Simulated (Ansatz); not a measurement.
Here is an Ansatz 0.2.0 calculation.

Contents of input.yaml:

```yaml
crystal:
  lattice:
    - [2.94223675, 0.0, 0.0]
    - [0.0, 2.94223675, 0.0]
    - [0.0, 0.0, 4.04091276]
  atoms:
    - { symbol: Na, position: [0.0, 0.0, 0.0] }
    - { symbol: Cu, position: [0.5, 0.5, 0.5] }
hamiltonian:
  xc: pbesol
  pseudopotentials: { kind: paw }
kpoints:
  mp_grid: { grid: [9, 9, 7] }
  band_path:
    path:
      - [[0.0, 0.0, 0.0], [0.0, 0.5, 0.0], [0.5, 0.5, 0.0], [0.0, 0.0, 0.0], [0.0, 0.0, 0.5], [0.0, 0.5, 0.5], [0.5, 0.5, 0.5], [0.0, 0.0, 0.5]]
      - [[0.0, 0.5, 0.0], [0.0, 0.5, 0.5]]
      - [[0.5, 0.5, 0.0], [0.5, 0.5, 0.5]]
    npoints: 14
scf:
  occupations: { method: fermi_dirac, width: 0.05 }
  n_extra_bands: 6
output:
  forces: true
  stress: true
  eigenvalues: true
  fatbands: false
```

Potentials or basis: Ansatz PAW.

Launch:

```bash
$ ansatz run input.yaml --threads 2 --pin off --max-ram 5632MiB --backend cpu --events-out ev --progress --plain --runs-dir out
```

(1) What does it give for the band gap on the k mesh?

(2) What does it give for the pressure?

Results:

(1) none (metal or under the smearing width).

(2) 0.7 GPa.

Caveat: the PAW data sets come from PBE, with cores solved anew for the run's functional, which leaves a small shift of forces and pressure.
